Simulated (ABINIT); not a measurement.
Wanted: the native input for an ABINIT 10.8.3 (patched build) run.

```
Task                        : relaxation of cell and atoms
Functional                  : PBE
Dispersion                  : D3(BJ)
Potentials or basis         : JTH PAW PBE v2.0
Cutoff                      : 463 eV
k mesh                      : 11 × 11 × 6
Occupations                 : fermi-dirac, width 0.05 eV
Spin                        : no spin polarisation
Cell freedom (optcell)      : 2
Cutoff smearing ecutsm (Ha) : 0.5
Optimiser (ionmov)          : 2
Force stop (Ha/bohr)        : 0.0002
Fine-grid cutoff            : 925.187 eV
```

Crystal: AgRh.

```
Ag Rh
1.0
     2.77759    0.00000    0.00000
    -1.38879    2.40546    0.00000
     0.00000    0.00000    4.80860
Ag Rh
1 1
Direct
  0.00000 0.00000 0.50000
  0.66667 0.33333 0.00000
```

The cell comes from a database or a generator and needn't be the stable form of this composition.

These files were run (other wordings do the same):

run.abi

```
pp_dirpath "./"
pseudos "Ag.GGA_PBE-JTH.xml, Rh.GGA_PBE-JTH.xml"

acell 3*1.0 Angstrom
rprim
     2.7775881998     0.0000000000     0.0000000000
    -1.3887940999     2.4054619423     0.0000000000
     0.0000000000     0.0000000000     4.8086020000
ntypat 2
znucl 47 45
natom 2
typat 1 2
xred
     0.0000000000     0.0000000000     0.5000000000
     0.6666666667     0.3333333333     0.0000000000
chkprim 0
chksymtnons 0
tolsym 1.0e-6

ecut 17.0
pawecutdg 34.0
pawxcdev 0
pawovlp -1

kptopt 1
ngkpt 11 11 6
nshiftk 1
shiftk 0.0 0.0 0.0

ixc 11
vdw_xc 7

nband 18
occopt 3
tsmear 0.00183747

nstep 100
tolvrs 1.0e-9

iomode 3
prtwf 0
prtden 0
prteig 0
prtebands 0
enunit 2

ionmov 2
ntime 60
tolmxf 0.0002
optcell 2
dilatmx 1.08
ecutsm 0.5
```

Potentials or basis: JTH PAW PBE v2.0.

Command:

```console
$ abinit run.abi > log 2>&1
```

It gave:

```json
{"Relaxed volume": "15.22 Å³/atom", "Relaxed cell": "a = 2.738 Å, b = 2.738 Å, c = 4.691 Å, α = 90.00°, β = 90.00°, γ = 120.00°", "Space group after relaxing (to 0.05 Å)": "P-6m2 (No. 187)", "Energy gained by relaxing": "23.2 meV/atom", "Ionic steps": "7", "Pressure after relaxing": "0.0 GPa", "Band gap on the k mesh": "none (metal or under the smearing width)", "Valence electrons inside the program's atomic spheres": "Ag 9.94; Rh 14.82"}
```

Caveat: pairwise dispersion overbinds metals, which lowers pressure and volume.

Run time: 3.1 min on 1 thread of Arm Neoverse V2 (shared host), peak memory 0.14 GiB.
